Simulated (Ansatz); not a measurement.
# C₅H₂AlF₇O₃: one species, many methods

An exercise on one series of results from a longer session: the logs are not shown, and one member is left open.

Computed with Ansatz 0.2.0, Gaussian basis. Level: functionals in def2-TZVPP, the program's frozen cores in correlated methods.

Levels to be run: LDA (SPW92), PBE-D4, revPBE-D4, BLYP-D4, r2SCAN-D4, B97M-V, PBE0-D4, B3LYP-D4, r2SCANh-D4, r2SCAN0-D4, HSE06-D4, BHLYP-D4, CAM-B3LYP-D4, LC-ωPBE, ωB97X-V, ωB97M-V, B2PLYP, PBE-QIDH; CCSD(T)/def2-SVP; CCSD(T)/def2-TZVPP; MP2/def2-QZVPP; extrapolation to the limit; RPA on PBE.

## The relaxed structure

All runs share one geometry, relaxed beforehand with PBE0-D4 in a triple-zeta def2 set.

SMILES `[OH][Al-]1([F])[O]C(C(F)(F)F)=CC(C(F)(F)F)=[O+]1`, 18 atoms, charge 0, spin multiplicity 1.

Atoms are counted from 1 here; the program's logs count them from 0.

Bond lengths: O1–Al2 1.684 Å, O1–H17 0.954 Å, Al2–F3 1.648 Å, Al2–O4 1.826 Å, Al2–O16 1.826 Å, O4–C5 1.259 Å, C5–C6 1.535 Å, C5–C10 1.388 Å, C6–F7 1.331 Å, C6–F8 1.328 Å, C6–F9 1.328 Å, C10–C11 1.388 Å, C10–H18 1.077 Å, C11–C12 1.535 Å, C11–O16 1.259 Å, C12–F13 1.331 Å, C12–F14 1.328 Å, C12–F15 1.328 Å. Angles: Al2–O1–H17 125.2°, O1–Al2–F3 123.0°, O1–Al2–O4 109.5°, O1–Al2–O16 109.5°, F3–Al2–O4 108.5°, F3–Al2–O16 108.5°, O4–Al2–O16 94.0°, Al2–O4–C5 126.8°, O4–C5–C6 113.7°, O4–C5–C10 126.4°, C6–C5–C10 119.9°, C5–C6–F7 111.8°, C5–C6–F8 109.7°, C5–C6–F9 109.7°, F7–C6–F8 108.4°, F7–C6–F9 108.4°, F8–C6–F9 108.7°, C5–C10–C11 119.6° and more.

Coordinates:

```xyz
18

O     1.50555   -0.07507    2.91761
Al    0.06465   -0.44305    2.12684
F    -1.23668   -1.10224    2.89308
O    -0.49855    1.01202    1.17782
C    -0.52560    1.13021   -0.07576
C    -1.03482    2.49642   -0.55504
F    -1.05259    2.57874   -1.88315
F    -2.26832    2.69801   -0.10588
F    -0.24812    3.45803   -0.08580
C    -0.15019    0.16675   -1.00211
C     0.30252   -1.06943   -0.56134
C     0.71107   -2.14304   -1.57921
F     0.56973   -1.71560   -2.83153
F    -0.04340   -3.22412   -1.41749
F     1.98217   -2.47870   -1.39161
O     0.42340   -1.43688    0.63719
H     1.67531   -0.21633    3.84528
H    -0.21372    0.37569   -2.05693
```

The first run:

Contents of in.yaml:

```yaml
crystal:
  periodic: [false, false, false]
  atoms:
    - {symbol: O, position_ang: [1.505547, -0.075074, 2.917605]}
    - {symbol: Al, position_ang: [0.064650, -0.443055, 2.126844]}
    - {symbol: F, position_ang: [-1.236681, -1.102242, 2.893077]}
    - {symbol: O, position_ang: [-0.498553, 1.012017, 1.177816]}
    - {symbol: C, position_ang: [-0.525597, 1.130206, -0.075756]}
    - {symbol: C, position_ang: [-1.034818, 2.496416, -0.555038]}
    - {symbol: F, position_ang: [-1.052593, 2.578744, -1.883148]}
    - {symbol: F, position_ang: [-2.268324, 2.698012, -0.105876]}
    - {symbol: F, position_ang: [-0.248123, 3.458031, -0.085797]}
    - {symbol: C, position_ang: [-0.150192, 0.166749, -1.002112]}
    - {symbol: C, position_ang: [0.302519, -1.069430, -0.561336]}
    - {symbol: C, position_ang: [0.711072, -2.143036, -1.579208]}
    - {symbol: F, position_ang: [0.569730, -1.715601, -2.831525]}
    - {symbol: F, position_ang: [-0.043401, -3.224117, -1.417488]}
    - {symbol: F, position_ang: [1.982174, -2.478701, -1.391609]}
    - {symbol: O, position_ang: [0.423401, -1.436876, 0.637195]}
    - {symbol: H, position_ang: [1.675314, -0.216332, 3.845284]}
    - {symbol: H, position_ang: [-0.213724, 0.375689, -2.056930]}
basis:
  gaussian: {orbitals: def2-TZVPP}
hamiltonian: {xc: lda}
output: {orbitals: {seedname: orbitals}}
```

Run with:

```sh
ansatz run in.yaml --threads 11 --pin off --events-out ev --progress --plain --max-ram 110592MiB --backend cuda --devices 0, --max-vram 75GiB
```

Among the steps run: LDA; PBE-D4 (GGA); revPBE-D4 (GGA); BLYP-D4 (GGA); r2SCAN-D4 (meta-GGA); B97M-V (meta-GGA); PBE0-D4 (hybrid); B3LYP-D4 (hybrid); r2SCANh-D4 (hybrid); r2SCAN0-D4 (hybrid); HSE06-D4 (hybrid); BHLYP-D4 (hybrid); CAM-B3LYP-D4 (range-separated); LC-ωPBE (range-separated); ωB97X-V (range-separated); ωB97M-V (range-separated); B2PLYP (double hybrid); PBE-QIDH (double hybrid).

One table of the session follows, with a row left open; its other results are not shown here.

It belongs to the step «Orbital energies across the functionals». 

| functional | HOMO (eV) | LUMO (eV) | gap (eV) |
| --- | --- | --- | --- |
| LDA (SPW92) | -7.70 | -4.78 | 2.92 |
| PBE-D4 | -7.44 | -4.45 | 2.99 |
| revPBE-D4 | -7.34 | -4.32 | 3.02 |
| BLYP-D4 | -7.33 | -4.32 | 3.01 |
| r2SCAN-D4 | -7.81 | -4.43 | 3.38 |
| B97M-V | -7.85 | -4.30 | 3.54 |
| PBE0-D4 | -8.97 | -3.71 | 5.26 |
| B3LYP-D4 | -8.77 | -3.91 | 4.86 |
| r2SCANh-D4 | ? | ? | ? |
| r2SCAN0-D4 | -9.18 | -3.70 | 5.48 |
| HSE06-D4 | -8.57 | -4.08 | 4.49 |
| BHLYP-D4 | -10.05 | -2.77 | 7.28 |
| CAM-B3LYP-D4 | -10.27 | -2.65 | 7.63 |
| LC-ωPBE | -11.50 | -1.55 | 9.95 |
| ωB97X-V | -11.17 | -1.54 | 9.63 |
| ωB97M-V | -11.09 | -1.57 | 9.51 |

Q: Estimate the row for r2SCANh-D4 from the others.

Worked estimate for «HOMO (eV)». Against the share of exact exchange, r2SCAN-D4 (0, -7.81), r2SCAN0-D4 (0.25, -9.18) give a slope of -5.48 per unit share; at 0.1 the line stands at -8.36.

As computed: HOMO (eV): -8.44; LUMO (eV): -4.14; gap (eV): 4.30. In «HOMO (eV)» the line misses by +0.08.
